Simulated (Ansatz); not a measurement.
# InH₂− (singlet): from Hartree-Fock to the top rungs at distance In1–H3 = 3.543 Å, def2-TZVPD

Aim: climb from Hartree-Fock through coupled cluster and multireference methods for InH₂− (singlet) at one geometry and basis, and see what each rung misses.

Program: Ansatz 0.2.0, Gaussian basis. Level of theory: def2-TZVPD, core rule «outside noble gas», up to 9 orbitals frozen. These are calculated values, not measurements.

To be run: UHF; CCSD(T) on RHF; CCSD(T) on UHF; BCCD(T) on RHF; CCSDT(Q) on RHF; CCSDT(Q) on UHF; CCSDTQ on RHF; CASSCF and MRCISD+Q, 2 electrons in 2 orbitals; CASSCF and NEVPT2, 2 electrons in 2 orbitals; CASSCF and MRCISD+Q, 6 electrons in 6 orbitals; CASSCF and NEVPT4(SD), 6 electrons in 6 orbitals; CASSCF and NEVPT2, 6 electrons in 6 orbitals.

## Step 1: The system

The geometry derives from a PBE0/def2-TZVPD stationary point (not a proven minimum). One bond is set to the value named and the two fragments are kept rigid. No spin-orbit coupling is included. Elements past krypton take def2 core potentials.

3 atoms, charge -1, spin multiplicity 1.

Atoms are counted from 1 here; the program's logs count them from 0.

Bond lengths: In1–H2 1.886 Å.

## Step 2: UHF

Input file in.yaml:

```yaml
crystal:
  periodic: [false, false, false]
  atoms:
    - {symbol: In, position_ang: [0.000000, -0.032330, -0.010343]}
    - {symbol: H, position_ang: [0.000000, 1.269590, -1.375139]}
    - {symbol: H, position_ang: [0.000000, 2.413195, 2.553299]}
basis:
  gaussian: {orbitals: def2-TZVPD}
total_charge: -1
magnetization: {spin_polarized: true, initial_magnetization: 0}
hamiltonian: {xc: hf}
output: {orbitals: {seedname: orbitals}}
```

Launch:

```bash
> ansatz run in.yaml --threads 1 --pin off --events-out ev --progress --plain --max-ram 2816MiB --backend cpu
```

After this run come: CCSD(T) on RHF; CCSD(T) on UHF; BCCD(T) on RHF; CCSDT(Q) on RHF; CCSDT(Q) on UHF; CCSDTQ on RHF; CASSCF and MRCISD+Q, 2 electrons in 2 orbitals; CASSCF and NEVPT2, 2 electrons in 2 orbitals; CASSCF and MRCISD+Q, 6 electrons in 6 orbitals; CASSCF and NEVPT4(SD), 6 electrons in 6 orbitals; CASSCF and NEVPT2, 6 electrons in 6 orbitals.

**Question.** What will the summary of the whole plan be? Wanted: RCCSDTQ from the RHF energy; RMP2 from RCCSDTQ; RCCSD from RCCSDTQ; RCCSD(T) from RCCSDTQ; RCCSDT(Q) from RCCSDTQ; NEVPT2 pair from RCCSDTQ; MRCISD+Q pair from RCCSDTQ; NEVPT2 valence from RCCSDTQ; T1 diagnostic.

**Answer**, as computed:

| quantity | value |
| --- | --- |
| RCCSDTQ from the RHF energy | -3.0664 eV |
| RMP2 from RCCSDTQ | +881.6 meV |
| RCCSD from RCCSDTQ | +103.5 meV |
| RCCSD(T) from RCCSDTQ | +28.0 meV |
| RCCSDT(Q) from RCCSDTQ | +0.4 meV |
| NEVPT2 pair from RCCSDTQ | +693.3 meV |
| MRCISD+Q pair from RCCSDTQ | -30.0 meV |
| NEVPT2 valence from RCCSDTQ | +596.3 meV |
| levels within 1 kcal/mol (43 meV) | RCCSD(T), BCCD(T), RCCSDT, RCCSDT(Q), MRCISD+Q pair, MRCISD+Q valence |
| T1 diagnostic | 0.040 |
| effectively unpaired electrons | 0.13 |

What this shows: RCCSD(T) lands +28.0 meV from the yardstick (0.9 % of the correlation energy). The occupations are near whole numbers, but T1 = 0.040 shows that the orbitals relax strongly. Of the multireference levels listed MRCISD+Q valence comes nearest in total energy (+6.6 meV), which doesn't show that its space is the better one. These misses are within one basis, not against nature.
